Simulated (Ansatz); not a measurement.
# C2H7ClOSSn: up Jacob's ladder to CCSD(T)

How much do the methods differ for C2H7ClOSSn? The plan is to run it at one geometry with functionals of several rungs and with coupled cluster. The yardstick is the atomisation energy at the CCSD(T) limit.

The runs use Ansatz 0.2.0, Gaussian basis; functionals in def2-TZVPP, the program's frozen cores in correlated methods.

Plan: PBE-D4, r2SCAN-D4, PBE0-D4, B3LYP-D4, ωB97X-V, ωB97M-V, B2PLYP; CCSD(T)/def2-TZVPP; MP2/def2-QZVPP; extrapolation to the limit.

### Step 1. The relaxed structure

All runs share one geometry, relaxed beforehand with PBE0-D4 in a triple-zeta def2 set. Sn takes the def2 core potential; no spin-orbit term is included.

SMILES `C[O][Sn]([CH3])([SH])[Cl]`, 13 atoms, charge 0, spin multiplicity 1.

Atoms are counted from 1 here; the program's logs count them from 0.

Bond lengths: C1–O2 1.409 Å, C1–H7 1.093 Å, C1–H8 1.096 Å, C1–H9 1.098 Å, O2–Sn3 1.954 Å, Sn3–C4 2.121 Å, Sn3–S5 2.376 Å, Sn3–Cl6 2.339 Å, C4–H10 1.089 Å, C4–H11 1.089 Å, C4–H12 1.089 Å, S5–H13 1.345 Å. Angles: O2–C1–H7 107.8°, O2–C1–H8 112.4°, O2–C1–H9 112.2°, H7–C1–H8 108.2°, H7–C1–H9 107.8°, H8–C1–H9 108.3°, C1–O2–Sn3 120.9°, O2–Sn3–C4 114.6°, O2–Sn3–S5 103.1°, O2–Sn3–Cl6 104.5°, C4–Sn3–S5 115.1°, C4–Sn3–Cl6 107.6°, S5–Sn3–Cl6 111.5°, Sn3–C4–H10 109.2°, Sn3–C4–H11 108.7°, Sn3–C4–H12 109.0°, H10–C4–H11 110.3°, H10–C4–H12 110.1° and more.

### Step 2. PBE-D4 (GGA)

The input, in.yaml:

```yaml
crystal:
  periodic: [false, false, false]
  atoms:
    - {symbol: C, position_ang: [-1.921183, 0.396741, -0.938359]}
    - {symbol: O, position_ang: [-1.143034, 0.765145, 0.177381]}
    - {symbol: Sn, position_ang: [0.406124, -0.297079, 0.716314]}
    - {symbol: C, position_ang: [2.089955, -0.110984, -0.559463]}
    - {symbol: S, position_ang: [0.765930, 0.378030, 2.965280]}
    - {symbol: Cl, position_ang: [-0.330553, -2.513622, 0.593214]}
    - {symbol: H, position_ang: [-2.784492, 1.066207, -0.979245]}
    - {symbol: H, position_ang: [-2.290090, -0.633058, -0.868031]}
    - {symbol: H, position_ang: [-1.369400, 0.501191, -1.882128]}
    - {symbol: H, position_ang: [2.401560, 0.932196, -0.590321]}
    - {symbol: H, position_ang: [1.811240, -0.451003, -1.556066]}
    - {symbol: H, position_ang: [2.898022, -0.731476, -0.174186]}
    - {symbol: H, position_ang: [-0.534070, 0.697733, 3.095620]}
basis:
  gaussian: {orbitals: def2-TZVPP}
hamiltonian: {xc: pbe, dispersion: d4}
output: {forces: true, orbitals: {seedname: orbitals}}
```

Run with:

```
$ ansatz run in.yaml --threads 2 --pin off --events-out ev --progress --plain --max-ram 22528MiB --backend cuda --devices 0, --max-vram 18GiB
```

The runs that follow: r2SCAN-D4 (meta-GGA); PBE0-D4 (hybrid); B3LYP-D4 (hybrid); ωB97X-V (range-separated); ωB97M-V (range-separated); B2PLYP (double hybrid); CCSD(T) in def2-TZVPP; MP2 in def2-QZVPP.

Q: Predict the results of all the runs planned. Wanted: atomisation energy, CCSD(T)/CBS; farthest; mean size of error, hybrid; mean size of error, range-separated; gap, smallest and largest; T1 diagnostic; triples share of the correlation energy.

As calculated:

```
                                quantity                                         value
         atomisation energy, CCSD(T)/CBS                               1076.7 kcal/mol
functionals within 10.8 kcal/mol (1.0 %)  PBE-D4, r2SCAN-D4, PBE0-D4, ωB97X-V, ωB97M-V
                                farthest                       B2PLYP (-24.1 kcal/mol)
              mean size of error, hybrid                                 10.5 kcal/mol
     mean size of error, range-separated                                  3.2 kcal/mol
               gap, smallest and largest          4.19 eV (PBE-D4), 11.03 eV (ωB97X-V)
                           T1 diagnostic                                        0.0122
 triples share of the correlation energy                                         3.8 %
```

PBE-D4 misses by +10.7 kcal/mol. Double hybrids carry the basis error of their MP2 part in triple zeta, and no dispersion term here, so their miss is partly the set-up's. Misses under about 10.8 kcal/mol are within the doubt on the reference itself, which lacks core-valence correlation, spin-orbit coupling and higher excitations, and its outer-core shells are covered unevenly. All levels share the lack of spin-orbit coupling, which lowers the free heavy atoms and so the true binding. Hartree-Fock recovers 71 % of the binding; the rest is correlation. Orbital gaps span 4.2 to 11.0 eV; exact exchange widens them. Correlated methods include outer-core shells of Sn, which these sets cover unevenly.
